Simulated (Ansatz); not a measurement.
Run this with Ansatz's Python interface and show what comes out.

Script `robust.py`:
```python
# -*- coding: utf-8 -*-
"""Stop the SCF of La3TlC from a callback once the residual is small."""

import ansatz as az


def main():
    lattice = az.Lattice.of(
        (5.240773, 0.0, 0.0),
        (0.0, 5.240773, 0.0),
        (0.0, 0.0, 5.240773),
    )
    sites = [
        ("La", (0.5, 0.0, 0.5)),
        ("La", (0.0, 0.5, 0.5)),
        ("La", (0.5, 0.5, 0.0)),
        ("Tl", (0.0, 0.0, 0.0)),
        ("C", (0.5, 0.5, 0.5)),
    ]
    xtal = az.Crystal(lattice=lattice)
    for symbol, position in sites:
        xtal = xtal.atom(symbol, position)

    model = (
        xtal.calculation()
        .functional("pbesol")
        .pseudopotentials("paw")
        .basis(38 * az.Ry)
        .kpoints(length=24)  # sampling of the Brillouin zone
        .occupations("fermi_dirac", width=0.1)  # the run then minimises F = E - TS
    )

    token = az.CancelToken()


    def watch(event):
        if event["event"] == "scf_iter":
            row = event["data"]
            print(f"iteration {row['iter']:2d}  Harris-Foulkes {row['harris_foulkes_ev']:.5f} eV  residual {row['dr2_ev']:.2e} eV")
            if row["dr2_ev"] < 1e-3:
                token.cancel()


    try:
        model.session().plan().execute(on_event=watch, cancel=token)
        print("finished before the stop was seen")
    except az.CancelledError:
        print("stopped by the token")


if __name__ == "__main__":
    main()
```

`python robust.py` gives:
```text
iteration  1  Harris-Foulkes -30027.71546 eV  residual 2.88e-01 eV
iteration  2  Harris-Foulkes -30027.67882 eV  residual 2.56e-02 eV
iteration  3  Harris-Foulkes -30027.67483 eV  residual 1.08e-02 eV
iteration  4  Harris-Foulkes -30027.67246 eV  residual 1.99e-04 eV
stopped by the token
```

Absolute energies stand on the zero of these potentials, so only differences at equal settings mean something. A total without «per atom» is that of the cell as typed. Spin-orbit coupling, which matters for elements this heavy, is left out. The structure comes from a database of computed cells and needn't be a stable or known phase. The whole script took 2.6 s on 1 thread of Intel(R) Xeon(R) Platinum 8488C (Sapphire Rapids), on a shared host, peak memory 0.49 GiB.

(A comment or docstring line of the script was reworded after the run, the code is as it ran; lines on the test bed's own set-up are left out of the output.)
